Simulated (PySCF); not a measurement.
# HKS (Metal Hydrosulfide): the cost of one run

Computed with PySCF 2.14.0, with density-fitted response routines of our own, on a single molecule, in the gas phase or a continuum. Atoms are numbered from 0 throughout.

## 1. Starting geometry

3 atoms, charge 0, multiplicity 1; geometry from: GFN2-xTB. The atoms were then displaced at random by about 0.01 Å, so the start is not that level's minimum.

Bonds of the start (Å): S0–K1 2.82, S0–H2 1.32.

## 2. Optimising the geometry at PBE0-D3(BJ)/def2-TZVP

Job settings and geometry (Å):

```
{"job": {"xc": "PBE0", "basis": "def2-TZVP", "d3": "d3bj", "grid": 2, "shake": 0.01, "kind": "geom"}, "charge": 0, "multiplicity": 1}
S     -0.657190     0.628190     0.001640
K      2.043890    -0.183400    -0.014170
H     -1.380690    -0.479730    -0.006650
```

Command:

```sh
$ OMP_NUM_THREADS=1 python probes_run.py task.json out
```

One launch serves the whole session: the jobs run in the order shown.

Q: Estimate the wall time and peak memory of this first job on 1 thread of Arm Neoverse N1, shared host.

About 15 s, with a peak of 0.32 GiB.
